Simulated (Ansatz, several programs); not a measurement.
A 5-atom cell of BaTiO3 started from a crystallographic database, relaxed with r2SCAN in Ansatz (plane waves, PAW): it is tetragonal, P4mm (No. 99); a = 3.972 Å, c = 4.112 Å in the conventional setting, 12.98 Å³ an atom. Ba has 12 O at 2.79–2.92 Å; Ti has 6 O at 1.82–2.29 Å; O has 2 Ti at 1.82–2.29 Å and 4 Ba at 2.81 Å; O has 2 Ti at 1.99 Å and 4 Ba at 2.79–2.92 Å. The cell was then scaled with its shape and fractional coordinates held, which makes it stiffer than a relaxed compression. The values are computed, spin-unpolarised, and not measurements.

```csv
V (Å³/atom),E (meV/atom)
12.199,28.45
12.978,0.00
13.367,6.04
13.757,22.91
```

Task: Pass a cubic E = c₀ + c₁u + c₂u² + c₃u³, with u = V − 13.075 Å³, through these points.

Result: c₀ = 0.39, c₁ = +7.983, c₂ = 40.643, c₃ = -5.7546 (meV and Å³).

Task: Where is the minimum, and what bulk modulus follows?

Result: dE/du = 0 at u = -0.096, so V₀ = 12.98 Å³. B = V₀ d²E/dV² = 12.98 × (2c₂ + 6c₃u) = 12.98 × 84.609 = 1098 meV/Å³, and 1 meV/Å³ is 0.16022 GPa: 176 GPa. A third-order Birch-Murnaghan fit to all five points gives 12.98 Å³ and 175 GPa.

Task: Predict the energy and the pressure at the withheld volume, 12.589 Å³.

Result: With u = -0.486: E ≈ 6.77 meV and P = −dE/dV ≈ +5.70 GPa. The run gives 6.72 meV and, from its stress, +5.69 GPa.
